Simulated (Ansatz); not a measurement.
**Br− with PH3: superposition error and deformation**

How much of this pair's binding is borrowed basis, and how much do the fragments pay to take the shapes they have in the pair?

The runs use Ansatz 0.2.0, Gaussian basis; PBE0-D4 structures, single points in def2-TZVPPD.

Levels: PBE-D4, revPBE-D4, BLYP-D4, r2SCAN-D4, B97M-V, PBE0-D4, B3LYP-D4, HSE06-D4, wB97X-V, wB97M-V, B2PLYP, Hartree-Fock, MP2, CCSD, CCSD(T).

Correlated methods freeze the cores. Filled d shells of the heavier atoms are correlated. B3LYP uses VWN-RPA correlation. B2PLYP carries no dispersion term here.

129 further runs of the same task are left out: 129 set aside as unsound or not needed.

## 1. Starting geometry

The relaxed pair: 5 atoms, charge -1, spin multiplicity 1.

Atoms are counted from 1 here; the program's logs count them from 0.

Bond lengths: P2–H3 1.422 Å, P2–H4 1.422 Å, P2–H5 1.441 Å. Angles: H3–P2–H4 92.8°, H3–P2–H5 94.6°, H4–P2–H5 94.6°.

As a file:

```xyz
5
BrH3P
Br    0.1181   -0.3726   -2.9095
P    -0.5650    0.1363    0.9287
H     0.3352   -0.8780    1.3561
H     0.4028    1.1643    1.0982
H    -0.2911   -0.0499   -0.4734
```

Atoms 1 to 1 are fragment A (Br−), the rest fragment B (PH3). From earlier runs, pair energy (eV) and counterpoise interaction (meV):

```tsv
method	E(pair)	interaction
PBE-D4	-79371.44527	-316
revPBE-D4	-79378.87752	-286
BLYP-D4	-79387.09115	-261
r2SCAN-D4	-79385.23019	-274
B97M-V	-79371.44249	-252
PBE0-D4	-79374.73643	-285
B3LYP-D4	-79388.14762	-251
HSE06-D4	-79374.64683	-288
wB97X-V	-79378.49775	-229
wB97M-V	-79381.55942	-221
B2PLYP	-79372.52779	-199
Hartree-Fock	-79320.45519	-60
MP2	-79333.04620	-220
CCSD(T)	-79334.40050	-203
```

First each fragment is run alone in its own basis, frozen in the shape it has in the pair (a, b).

## 2. wB97X-V/def2-TZVPPD

Contents of a/in.yaml:

```yaml
crystal:
  periodic: [false, false, false]
  atoms:
    - {symbol: Br, position_ang: [0.118084, -0.372636, -2.909541]}
basis:
  gaussian: {orbitals: "def2-TZVPPD.json"}
total_charge: -1
hamiltonian: {xc: {name: wB97X-V}}
```

Contents of b/in.yaml:

```yaml
crystal:
  periodic: [false, false, false]
  atoms:
    - {symbol: P, position_ang: [-0.565042, 0.136328, 0.928734]}
    - {symbol: H, position_ang: [0.335176, -0.878034, 1.356136]}
    - {symbol: H, position_ang: [0.402767, 1.164265, 1.098159]}
    - {symbol: H, position_ang: [-0.291085, -0.049921, -0.473387]}
basis:
  gaussian: {orbitals: "def2-TZVPPD.json"}
hamiltonian: {xc: {name: wB97X-V}}
```

The basis file named in the input lies beside it (Basis Set Exchange, JSON).

Each run has its own folder and the same command.

Started as:

```
ansatz run in.yaml --threads 2 --pin off --events-out ev --progress --plain --max-ram 5222MiB
```

a printed:

```text
Functional definition: wB97X-V
  name "wB97X-V"
  cite "Mardirossian & Head-Gordon, Phys. Chem. Chem. Phys. 16, 9904 (2014) doi:10.1039/C3CP54374A"
  cite "Becke, J. Chem. Phys. 107, 8554 (1997) doi:10.1063/1.475007"
  cite "Vydrov & Van Voorhis, J. Chem. Phys. 133, 244103 (2010) doi:10.1063/1.3521275"
  parameter omega = 0.3/bohr
  parameter cx = 0.167
  parameter cx1 = 0.603
  parameter cx2 = 1.194
  parameter css0 = 0.556
  parameter css1 = -0.257
  parameter cos0 = 1.219
  parameter cos1 = -1.850
  parameter b = 6.0
  parameter c = 0.01
  exchange = spin_sum(e_x_unif_sr(omega)*poly(b97_u_x, 1 - cx, cx1, cx2)) + cx*exact_x_sr(omega) + exact_x_lr(omega)
  correlation = spin_sum(e_c_pw_same_spin*poly(b97_u_same, css0, css1))
      + integral(e_c_pw_opposite_spin*poly(b97_u_opposite, cos0, cos1)) + vv10(b, c)
456 factors; their error is unknown
77 factors; integrals over basis functions are off by at most 8.1e-5 eV
mean field evaluation 1: about -70041.3798 eV, gradient 2.4e1 eV
mean field evaluation 2: about -70041.6267 eV, gradient 2.0e1 eV
mean field evaluation 4: about -70041.9321 eV, gradient 7.4e-2 eV
mean field evaluation 8: about -70042.1493 eV, gradient 6.1e-4 eV
mean field -70042.14933666 eV, -2574.0015118483 hartree, gradient 2.0e-5 eV, S^2 0.000000; 0 other end points of the search recorded, 0 dependent functions left out
reference -70042.14933519 eV, -2574.0015117944 hartree; 18, 18 occupied and 39, 39 virtual orbitals, 456 factors
Total energy: -70042.14933519 eV, -2574.0015117944 hartree
```

b printed, shortened:

```text
[... 5 set-up lines as earlier in the session ...]
[...]
      + integral(e_c_pw_opposite_spin*poly(b97_u_opposite, cos0, cos1)) + vv10(b, c)
502 factors; their error is unknown
148 factors; integrals over basis functions are off by at most 2.3e-5 eV
[...]
mean field -9336.11418159 eV, -343.0958679281 hartree, gradient 4.7e-5 eV, S^2 0.000000; 0 other end points of the search recorded, 0 dependent functions left out
reference -9336.11418018 eV, -343.0958678762 hartree; 9, 9 occupied and 90, 90 virtual orbitals, 502 factors
Total energy: -9336.11418018 eV, -343.0958678762 hartree
```

They took 0.8 s (a), 1.6 s (b) on 2 threads of Arm Neoverse V1, shared host.

## 3. wB97M-V/def2-TZVPPD

The same edit goes into each in.yaml of step 2 (a, b):

```diff
-hamiltonian: {xc: {name: wB97X-V}}
+hamiltonian: {xc: {name: wB97M-V}}
```

Each run has its own folder and the same command.

Started as:

```
ansatz run in.yaml --threads 2 --pin off --events-out ev --progress --plain --max-ram 5222MiB
```

a printed, shortened:

```text
Functional definition: wB97M-V
  name "wB97M-V"
  cite "Mardirossian & Head-Gordon, J. Chem. Phys. 144, 214110 (2016) doi:10.1063/1.4952647"
[... 2 set-up lines as earlier in the session ...]
  # Of w^i u^j: cxij and so on, Table III.
[...]
  gx(w, u) = 1 - cx + cx01*u + cx10*w
  gss(w, u) = css00 + css04*u^4 + css10*w + css20*w^2 + css43*w^4*u^3
  gos(w, u) = cos00 + cos10*w + (cos20 + cos21*u)*w^2 + (cos60 + cos61*u)*w^6
[...]
      + integral(e_c_pw_mod_opposite_spin*gos(b97_w_opposite, b97_u_opposite)) + vv10(b, c)
449 factors; their error is unknown
77 factors; integrals over basis functions are off by at most 8.1e-5 eV
[...]
mean field -70044.68299040 eV, -2574.0946219059 hartree, gradient 1.9e-5 eV, S^2 0.000000; 0 other end points of the search recorded, 0 dependent functions left out
reference -70044.68302677 eV, -2574.0946232424 hartree; 18, 18 occupied and 39, 39 virtual orbitals, 449 factors
Total energy: -70044.68302677 eV, -2574.0946232424 hartree
```

Log of b, shortened:

```text
[... 5 set-up lines as earlier in the session ...]
  # Of w^i u^j: cxij and so on, Table III.
[...]
  gx(w, u) = 1 - cx + cx01*u + cx10*w
  gss(w, u) = css00 + css04*u^4 + css10*w + css20*w^2 + css43*w^4*u^3
  gos(w, u) = cos00 + cos10*w + (cos20 + cos21*u)*w^2 + (cos60 + cos61*u)*w^6
[...]
      + integral(e_c_pw_mod_opposite_spin*gos(b97_w_opposite, b97_u_opposite)) + vv10(b, c)
502 factors; their error is unknown
148 factors; integrals over basis functions are off by at most 2.3e-5 eV
[...]
mean field -9336.65016391 eV, -343.1155649150 hartree, gradient 1.1e-5 eV, S^2 0.000000; 0 other end points of the search recorded, 0 dependent functions left out
reference -9336.65019836 eV, -343.1155661810 hartree; 9, 9 occupied and 90, 90 virtual orbitals, 502 factors
Total energy: -9336.65019836 eV, -343.1155661810 hartree
```

Times: 0.95 s (a), 1.8 s (b) on 2 threads of Arm Neoverse V1, shared host.

## 4. B2PLYP/def2-TZVPPD

Each input of step 3 (a, b) changes in the same lines:

```diff
-hamiltonian: {xc: {name: wB97M-V}}
+hamiltonian: {xc: {name: B2PLYP}}
```

One command serves all of them, each in its own folder.

Started as:

```
ansatz run in.yaml --threads 2 --pin off --events-out ev --progress --plain --max-ram 5222MiB
```

a printed, shortened:

```text
Functional definition: B2PLYP
  name "B2PLYP"
  cite "Grimme, J. Chem. Phys. 124, 034108 (2006) doi:10.1063/1.2148954"
  cite "Becke, Phys. Rev. A 38, 3098 (1988) doi:10.1103/PhysRevA.38.3098"
  cite "Lee, Yang & Parr, Phys. Rev. B 37, 785 (1988) doi:10.1103/PhysRevB.37.785"
[...]
358 factors; integrals over basis functions are off by at most 8.4e-5 eV
[...]
mean field -70035.73058119 eV, -2573.7656269355 hartree, gradient 3.9e-6 eV, S^2 0.000000; 0 other end points of the search recorded, 0 dependent functions left out
9 core orbitals not correlated: weight in the atoms' cores, before any rotation towards them, 1.000 or more for the frozen orbitals, at most 0.000 for the correlated occupied ones
reference -70035.73067285 eV, -2573.7656303038 hartree; 9, 9 occupied and 39, 39 virtual orbitals, 358 factors
second order -9.14561220 eV of doubles, -0.00000000 eV of singles
Total energy: -70038.19998814 eV, -2573.8563759670 hartree
```

Log of b, shortened:

```text
[... 5 set-up lines as earlier in the session ...]
[...]
541 factors; integrals over basis functions are off by at most 1.1e-3 eV
[...]
mean field -9332.56070994 eV, -342.9652802536 hartree, gradient 5.9e-6 eV, S^2 0.000000; 0 other end points of the search recorded, 0 dependent functions left out
5 core orbitals not correlated: weight in the atoms' cores, before any rotation towards them, 1.000 or more for the frozen orbitals, at most 0.000 for the correlated occupied ones
reference -9332.56083479 eV, -342.9652848416 hartree; 4, 4 occupied and 90, 90 virtual orbitals, 541 factors
second order -5.75019494 eV of doubles, -0.00000000 eV of singles
Total energy: -9334.11338743 eV, -343.0223400986 hartree
```

Times: 0.5 s (a), 0.8 s (b) on 2 threads of Arm Neoverse V1, shared host.

## 5. B97M-V/def2-TZVPPD

The same edit goes into each in.yaml of step 4 (a, b):

```diff
-hamiltonian: {xc: {name: B2PLYP}}
+hamiltonian: {xc: {name: B97M-V}}
```

One command serves all of them, each in its own folder.

Started as:

```
ansatz run in.yaml --threads 2 --pin off --events-out ev --progress --plain --max-ram 5222MiB
```

Output in a, shortened:

```text
Functional definition: B97M-V
  name "B97M-V"
  cite "Mardirossian & Head-Gordon, J. Chem. Phys. 142, 074111 (2015) doi:10.1063/1.4907719"
[... 2 set-up lines as earlier in the session ...]
  # Of w^i u^j: cxij and so on, Table III.
[...]
  gx(w, u) = cx00 + cx01*u + cx02*u^2 + (cx10 + cx11*u)*w
  gss(w, u) = css00 + css02*u^2 + css10*w + (css32*w^3 + css42*w^4)*u^2
  gos(w, u) = cos00 + cos01*u + cos03*u^3 + cos10*w + cos32*w^3*u^2
[...]
      + integral(e_c_pw_mod_opposite_spin*gos(b97_w_opposite, b97_u_opposite)) + vv10(b, c)
420 factors; their error is unknown
[...]
mean field -70035.95739003 eV, -2573.7739620068 hartree, gradient 5.6e-6 eV, S^2 0.000000; 0 other end points of the search recorded, 0 dependent functions left out
reference -70035.95743151 eV, -2573.7739635312 hartree; 18, 18 occupied and 39, 39 virtual orbitals, 420 factors
Total energy: -70035.95743151 eV, -2573.7739635312 hartree
```

b printed, shortened:

```text
[... 5 set-up lines as earlier in the session ...]
  # Of w^i u^j: cxij and so on, Table III.
[...]
  gx(w, u) = cx00 + cx01*u + cx02*u^2 + (cx10 + cx11*u)*w
  gss(w, u) = css00 + css02*u^2 + css10*w + (css32*w^3 + css42*w^4)*u^2
  gos(w, u) = cos00 + cos01*u + cos03*u^3 + cos10*w + cos32*w^3*u^2
[...]
      + integral(e_c_pw_mod_opposite_spin*gos(b97_w_opposite, b97_u_opposite)) + vv10(b, c)
493 factors; their error is unknown
[...]
mean field -9335.22575610 eV, -343.0632188933 hartree, gradient 4.7e-5 eV, S^2 0.000000; 0 other end points of the search recorded, 0 dependent functions left out
reference -9335.22579868 eV, -343.0632204581 hartree; 9, 9 occupied and 90, 90 virtual orbitals, 493 factors
Total energy: -9335.22579868 eV, -343.0632204581 hartree
```

Times: 0.85 s (a), 1.9 s (b) on 2 threads of Arm Neoverse V1, shared host.

## 6. CCSD(T)/def2-TZVPPD

Each input of step 5 (a, b) changes in the same lines:

```diff
-hamiltonian: {xc: {name: B97M-V}}
+correlation: {method: ccsd_t}
```

One command serves all of them, each in its own folder.

Started as:

```
ansatz run in.yaml --threads 2 --pin off --events-out ev --progress --plain --max-ram 5222MiB
```

a printed, shortened:

```text
Functional definition: HF
  name "HF"
  cite "Fock, Z. Phys. 61, 126 (1930) doi:10.1007/BF01340294"
  parent pbe
[...]
358 factors; integrals over basis functions are off by at most 8.4e-5 eV
[...]
mean field -70000.93691833 eV, -2572.4869834095 hartree, gradient 9.8e-6 eV, S^2 0.000000; 0 other end points of the search recorded, 0 dependent functions left out
9 core orbitals not correlated: weight in the atoms' cores, before any rotation towards them, 1.000 or more for the frozen orbitals, at most 0.000 for the correlated occupied ones
reference -70000.93691833 eV, -2572.4869834095 hartree; 9, 9 occupied and 39, 39 virtual orbitals, 358 factors
second order -7.73929668 eV of doubles, -0.00000000 eV of singles
cycle   1  -7.73084961 eV  change    8.4e-3 eV  update   4.2e-2
[...]
cycle   7  -7.88930148 eV  change    9.3e-6 eV  update   2.1e-5
perturbative correction -0.25284533 eV, -0.0092918946 hartree
Total energy: -70009.07906515 eV, -2572.7862017860 hartree
```

b printed, shortened:

```text
[... 4 set-up lines as earlier in the session ...]
[...]
541 factors; integrals over basis functions are off by at most 1.1e-3 eV
[...]
mean field -9319.45439510 eV, -342.4836320669 hartree, gradient 2.7e-6 eV, S^2 0.000000; 0 other end points of the search recorded, 0 dependent functions left out
5 core orbitals not correlated: weight in the atoms' cores, before any rotation towards them, 1.000 or more for the frozen orbitals, at most 0.000 for the correlated occupied ones
reference -9319.45439510 eV, -342.4836320669 hartree; 4, 4 occupied and 90, 90 virtual orbitals, 541 factors
second order -4.65664767 eV of doubles, -0.00000000 eV of singles
cycle   1  -5.21619892 eV  change   -5.6e-1 eV  update   5.8e-2
[...]
cycle   9  -5.43520877 eV  change    2.4e-6 eV  update   3.8e-6
perturbative correction -0.18823892 eV, -0.0069176528 hartree
Total energy: -9325.07784279 eV, -342.6902899579 hartree
```

Times: 0.45 s (a), 1.1 s (b) on 2 threads of Arm Neoverse V1, shared host.

## 7. Relaxing PH3 alone

Contents of relax-b/in.yaml:

```yaml
crystal:
  periodic: [false, false, false]
  atoms:
    - {symbol: P, position_ang: [-0.565042, 0.136328, 0.928734]}
    - {symbol: H, position_ang: [0.335176, -0.878034, 1.356136]}
    - {symbol: H, position_ang: [0.402767, 1.164265, 1.098159]}
    - {symbol: H, position_ang: [-0.291085, -0.049921, -0.473387]}
basis:
  gaussian: {orbitals: def2-TZVP}
hamiltonian: {xc: pbe0, dispersion: d4}
relax: {f_tol: 0.005, max_steps: 200}
```

Started as:

```
ansatz run in.yaml --threads 2 --pin off --events-out ev --progress --plain --max-ram 5222MiB
```

What it wrote, shortened:

```text
Functional definition: PBE0
  name "PBE0"
  cite "Adamo & Barone, J. Chem. Phys. 110, 6158 (1999) doi:10.1063/1.478522"
  cite "Perdew, Burke & Ernzerhof, Phys. Rev. Lett. 77, 3865 (1996) doi:10.1103/PhysRevLett.77.3865"
[... 1 set-up line as earlier in the session ...]
[...]
414 factors; their error is unknown
[...]
mean field -9333.93390211 eV, -343.0157441350 hartree, gradient 4.4e-5 eV, S^2 0.000000; 0 other end points of the search recorded, 0 dependent functions left out
[...]
reference -9333.93392456 eV, -343.0157449598 hartree; 9, 9 occupied and 46, 46 virtual orbitals, 414 factors
relax step   1: F+E_penalty+E_count = -9333.95776147 eV  Δ(F+E_penalty+E_count) = +0.000e0 eV  max|allowed force component| = 4.481e-1 eV/Å  Δτ_max = 0.0000 Å  (20 SCF iters, accepted)
[...]
relax step   3: F+E_penalty+E_count = -9333.96560121 eV  Δ(F+E_penalty+E_count) = -9.785e-4 eV  max|allowed force component| = 3.714e-2 eV/Å  Δτ_max = 0.0090 Å  (24 SCF iters, accepted)
[...]
relax step   4: F+E_penalty+E_count = -9333.96565948 eV  Δ(F+E_penalty+E_count) = -5.827e-5 eV  max|allowed force component| = 2.732e-3 eV/Å  Δτ_max = 0.0013 Å  (18 SCF iters, accepted)
414 factors; their error is unknown
mean field -9333.94179688 eV, -343.0160342625 hartree, gradient 1.2e-5 eV, S^2 0.000000; 1 other end points of the search recorded, 0 dependent functions left out
[...]
reference -9333.94181930 eV, -343.0160350863 hartree; 9, 9 occupied and 46, 46 virtual orbitals, 414 factors
Total energy: -9333.96568189 eV, -343.0169120204 hartree
Atom 0 at    -0.571141     0.136995     0.932514 Å, force     0.001087    -0.000379    -0.002732 eV/Å
Atom 1 at     0.331046    -0.880823     1.339840 Å, force    -0.000056     0.000582     0.000280 eV/Å
Atom 2 at     0.398687     1.163159     1.081606 Å, force    -0.000093    -0.000491     0.000416 eV/Å
Atom 3 at    -0.276775    -0.046693    -0.444318 Å, force    -0.000939     0.000287     0.002035 eV/Å
Dipole moment:     0.135400    -0.010952    -0.051225 e Å
```

It took 1.6 s on 2 threads of Arm Neoverse V1, shared host.

The steps of the relaxation:

```tsv
step	energy from step 1 (eV)	largest force component (eV/Å)
1	0.0000	0.4481
2	-0.0069	0.1765
3	-0.0078	0.0371
4	-0.0079	0.0027
```

Close pairs (by a distance rule), those that changed most:

```tsv
bond	before (Å)	after (Å)	change (Å)
P1–H4	1.441	1.420	-0.021
P1–H3	1.422	1.420	-0.002
P1–H2	1.422	1.420	-0.002
```

## 8. PBE-D4/def2-TZVPPD

Contents of free-b/in.yaml:

```yaml
crystal:
  periodic: [false, false, false]
  atoms:
    - {symbol: P, position_ang: [-0.571141, 0.136995, 0.932514]}
    - {symbol: H, position_ang: [0.331046, -0.880823, 1.339840]}
    - {symbol: H, position_ang: [0.398687, 1.163159, 1.081606]}
    - {symbol: H, position_ang: [-0.276775, -0.046693, -0.444318]}
basis:
  gaussian: {orbitals: "def2-TZVPPD.json"}
hamiltonian: {xc: pbe, dispersion: d4}
```

Started as:

```
ansatz run in.yaml --threads 2 --pin off --events-out ev --progress --plain --max-ram 5222MiB
```

What it wrote:

```text
Functional definition: PBE
  name "PBE"
[... 2 set-up lines as earlier in the session ...]
  parameter kappa = 0.804
  parameter beta = 0.06672455060314922
  exchange = pbe_x(kappa = kappa, mu = beta*pi^2/3)
  correlation = pbe_c(beta = beta)
493 factors; their error is unknown
mean field evaluation 1: about -9332.1475 eV, gradient 1.6e1 eV
mean field evaluation 2: about -9332.4424 eV, gradient 1.5e1 eV
mean field evaluation 4: about -9333.0922 eV, gradient 6.0e-1 eV
mean field evaluation 8: about -9333.0741 eV, gradient 6.3e-3 eV
mean field -9333.07410676 eV, -342.9841472386 hartree, gradient 2.0e-5 eV, S^2 0.000000; 0 other end points of the search recorded, 0 dependent functions left out
reference -9333.07413749 eV, -342.9841483680 hartree; 9, 9 occupied and 90, 90 virtual orbitals, 493 factors
Total energy: -9333.10355380 eV, -342.9852293972 hartree
```

Run time: 0.45 s. Hardware: 2 threads of Arm Neoverse V1, shared host.

## 9. r2SCAN-D4/def2-TZVPPD

free-b/in.yaml: that of step 8 with these lines changed.

```diff
@@ -9,2 +9,2 @@
   gaussian: {orbitals: "def2-TZVPPD.json"}
-hamiltonian: {xc: pbe, dispersion: d4}
+hamiltonian: {xc: r2scan, dispersion: d4}
```

Started as:

```
ansatz run in.yaml --threads 2 --pin off --events-out ev --progress --plain --max-ram 5222MiB
```

What it wrote:

```text
Functional definition: r2SCAN
  name "r2SCAN"
  cite "Furness, Kaplan, Ning, Perdew & Sun, J. Phys. Chem. Lett. 11, 8208 (2020) doi:10.1021/acs.jpclett.0c02405"
  cite "Furness, Kaplan, Ning, Perdew & Sun, J. Phys. Chem. Lett. 11, 9248 (2020) doi:10.1021/acs.jpclett.0c03077"
  parent r2scan
  parameter k0 = 0.174
  parameter k1 = 0.065
  parameter a1 = 4.9479
  exchange = r2scan_x(k0 = k0, k1 = k1, a1 = a1)
  correlation = r2scan_c
493 factors; their error is unknown
mean field evaluation 1: about -9336.1539 eV, gradient 1.4e1 eV
mean field evaluation 2: about -9336.4736 eV, gradient 1.2e1 eV
mean field evaluation 4: about -9336.8143 eV, gradient 4.0e-1 eV
mean field evaluation 8: about -9336.7939 eV, gradient 5.4e-3 eV
mean field -9336.79394948 eV, -343.1208489371 hartree, gradient 6.5e-6 eV, S^2 0.000000; 0 other end points of the search recorded, 0 dependent functions left out
reference -9336.79395780 eV, -343.1208492430 hartree; 9, 9 occupied and 90, 90 virtual orbitals, 493 factors
Total energy: -9336.80053083 eV, -343.1210907973 hartree
```

Run time: 1.1 s. Hardware: 2 threads of Arm Neoverse V1, shared host.

## 10. PBE0-D4/def2-TZVPPD

free-b/in.yaml: that of step 9 with these lines changed.

```diff
@@ -9,2 +9,3 @@
   gaussian: {orbitals: "def2-TZVPPD.json"}
-hamiltonian: {xc: r2scan, dispersion: d4}
+hamiltonian: {xc: pbe0, dispersion: d4}
+output: {orbitals: {seedname: orbitals}}
```

Started as:

```
ansatz run in.yaml --threads 2 --pin off --events-out ev --progress --plain --max-ram 5222MiB
```

What it wrote, shortened:

```text
[... 5 set-up lines as earlier in the session ...]
  parameter a = 0.25
[... 2 set-up lines as earlier in the session ...]
  exchange = (1 - a)*pbe_x(kappa = kappa, mu = beta*pi^2/3) + a*exact_x
[... 1 set-up line as earlier in the session ...]
517 factors; their error is unknown
mean field evaluation 1: about -9333.5573 eV, gradient 1.1e1 eV
mean field evaluation 2: about -9333.7980 eV, gradient 8.3e0 eV
mean field evaluation 4: about -9333.9554 eV, gradient 2.7e-1 eV
mean field evaluation 8: about -9333.9714 eV, gradient 7.8e-3 eV
mean field -9333.97140081 eV, -343.0171221867 hartree, gradient 1.3e-5 eV, S^2 0.000000; 0 other end points of the search recorded, 0 dependent functions left out
reference -9333.97142382 eV, -343.0171230323 hartree; 9, 9 occupied and 90, 90 virtual orbitals, 517 factors
Total energy: -9333.99528641 eV, -343.0179999664 hartree
```

Wall time 0.55 s (2 threads of Arm Neoverse V1, shared host).

## 11. B3LYP-D4/def2-TZVPPD

free-b/in.yaml: that of step 10 with these lines changed.

```diff
@@ -9,3 +9,2 @@
   gaussian: {orbitals: "def2-TZVPPD.json"}
-hamiltonian: {xc: pbe0, dispersion: d4}
-output: {orbitals: {seedname: orbitals}}
+hamiltonian: {xc: {name: B3LYP}, dispersion: d4}
```

Started as:

```
ansatz run in.yaml --threads 2 --pin off --events-out ev --progress --plain --max-ram 5222MiB
```

What it wrote:

```text
Functional definition: B3LYP
  name "B3LYP"
  cite "Stephens, Devlin, Chabalowski & Frisch, J. Phys. Chem. 98, 11623 (1994) doi:10.1021/j100096a001"
[... 2 set-up lines as earlier in the session ...]
  cite "Vosko, Wilk & Nusair, Can. J. Phys. 58, 1200 (1980) doi:10.1139/p80-159"
  parameter a0 = 0.2
  parameter ax = 0.72
  parameter ac = 0.81
  exchange = (1 - a0 - ax)*slater_x + ax*b88_x + a0*exact_x
  correlation = (1 - ac)*vwn_rpa_c + ac*lyp_c
512 factors; their error is unknown
mean field evaluation 1: about -9337.7853 eV, gradient 1.3e1 eV
mean field evaluation 2: about -9338.0703 eV, gradient 1.0e1 eV
mean field evaluation 4: about -9338.3346 eV, gradient 3.6e-1 eV
mean field evaluation 8: about -9338.3427 eV, gradient 3.9e-3 eV
mean field -9338.34269783 eV, -343.1777643892 hartree, gradient 1.3e-5 eV, S^2 0.000000; 0 other end points of the search recorded, 0 dependent functions left out
reference -9338.34289428 eV, -343.1777716086 hartree; 9, 9 occupied and 90, 90 virtual orbitals, 512 factors
Total energy: -9338.39066778 eV, -343.1795272522 hartree
```

Wall time 0.65 s (2 threads of Arm Neoverse V1, shared host).

(Part 1 of 2 ends here.)
